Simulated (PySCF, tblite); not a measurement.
**C₂H₇NSZn, a small molecule taken as a stand-in for a surface group (ZnS unit): NMR shifts, core binding energies and electronic excitations**

Wanted: the NMR shifts, core binding energies and electronic excitations for `C[N](C)[Zn][SH]`.

Computed with tblite 0.8.0 and PySCF 2.14.0; each step states its level. No surroundings beyond the atoms listed, unless a continuum is named. Atoms count from 0, parts from 1.

## Step 1: The system as given

12 atoms, charge 0, multiplicity 1; geometry: distance geometry start.

## Step 2: Geometry optimisation with GFN2-xTB

The job: settings as JSON, then the geometry in Å.

```
{"job": {"kind": "relax", "xc": "GFN2-xTB", "basis": "xTB"}, "charge": 0, "multiplicity": 1}
S      0.953733    -1.624679     3.302606
Zn     0.658333    -0.594149     1.666191
N      0.129041     0.257787     0.351576
C      0.491308    -0.275312    -0.936890
C     -1.203960     0.845701     0.453730
H      0.159775    -1.624626     4.398457
H      0.112605    -1.272059    -1.013417
H      0.060388     0.295580    -1.705048
H      1.516332    -0.290576    -1.045443
H     -1.746430     0.271167     1.106502
H     -1.648426     0.841877    -0.485873
H     -1.108986     1.814093     0.789650
```

Method: GFN2-xTB geometry optimisation, gas phase.

Launch:

```
OMP_NUM_THREADS=1 python cluster_run.py task.json out
```

One launch serves the whole session: the jobs run in the order shown.

**Question.** The jobs that follow are: PBE0-D3(BJ)/def2-SVP geometry optimisation, gas phase; GIAO PBE0/pcSseg-1 NMR shielding, non-relativistic, gas phase; delta-SCF UKS SCAN, pcX-2 on the ionised atom, pcseg-1 elsewhere, spin-free X2C; TDDFT CAM-B3LYP/def2-SVPD, vertical, gas phase, core orbitals frozen in the response. Predict: point group; rotational constants (main isotopes); 13C shifts against TMS (PBE0/pcSseg-1, means over atoms taken as alike); 1H shifts against TMS (PBE0/pcSseg-1, means over atoms taken as alike); 33S shifts against CS2 (PBE0/pcSseg-1); 15N shifts against NH3 (PBE0/pcSseg-1); shieldings of Zn (PBE0/pcSseg-1); S2p binding energies, SCAN/pcX-2; N1s binding energies, SCAN/pcX-2; C1s binding energies, SCAN/pcX-2; lowest singlet (CAM-B3LYP/def2-SVPD); brightest single state of those computed; lowest triplet; vertical ionisation energy (ΔSCF).

The runs gave:

```
                                                               quantity                        value
                                                            point group                           Cs
                                   rotational constants (main isotopes)         9.21, 1.23, 1.11 GHz
13C shifts against TMS (PBE0/pcSseg-1, means over atoms taken as alike)                     45.2 ppm
 1H shifts against TMS (PBE0/pcSseg-1, means over atoms taken as alike)  2.92, 2.69, 2.67, -0.65 ppm
                                 33S shifts against CS2 (PBE0/pcSseg-1)                     -334 ppm
                                 15N shifts against NH3 (PBE0/pcSseg-1)                     30.8 ppm
                                       shieldings of Zn (PBE0/pcSseg-1)               Zn1 1588.3 ppm
                                       S2p binding energies, SCAN/pcX-2                 S0 169.32 eV
                                       N1s binding energies, SCAN/pcX-2                 N2 403.72 eV
                                       C1s binding energies, SCAN/pcX-2                 C3 291.25 eV
                                   lowest singlet (CAM-B3LYP/def2-SVPD)  4.24 eV (292 nm), f = 0.011
                               brightest single state of those computed  state 3, 5.19 eV, f = 0.103
                                                         lowest triplet                      3.90 eV
                                      vertical ionisation energy (ΔSCF)                      7.87 eV
```

**Reading.** Over 14 steps the energy fell by 0.616 eV; of the close pairs, S0–Zn1 changed most, 2.291 to 2.169 Å (PBE0/def2-SVP). At PBE0/pcSseg-1: The widest tensor belongs to Zn1: span 1174 ppm, with a paramagnetic part of -938 ppm. The lowest singlet, at 4.24 eV, is HOMO→LUMO 0.91 and is weak; of the 6 states computed, the strongest absorption comes from state 3 at 5.19 eV. The lowest triplet lies 0.34 eV below the lowest singlet (triplets in Tamm-Dancoff, singlets in full TDDFT). The orbital energy would give 7.30 eV for ionisation, ΔSCF gives 7.87 eV. A capped cluster stands for the solid here, so long-range fields and strain are missing, and bands or shifts of the capping hydrogens have no counterpart in it.
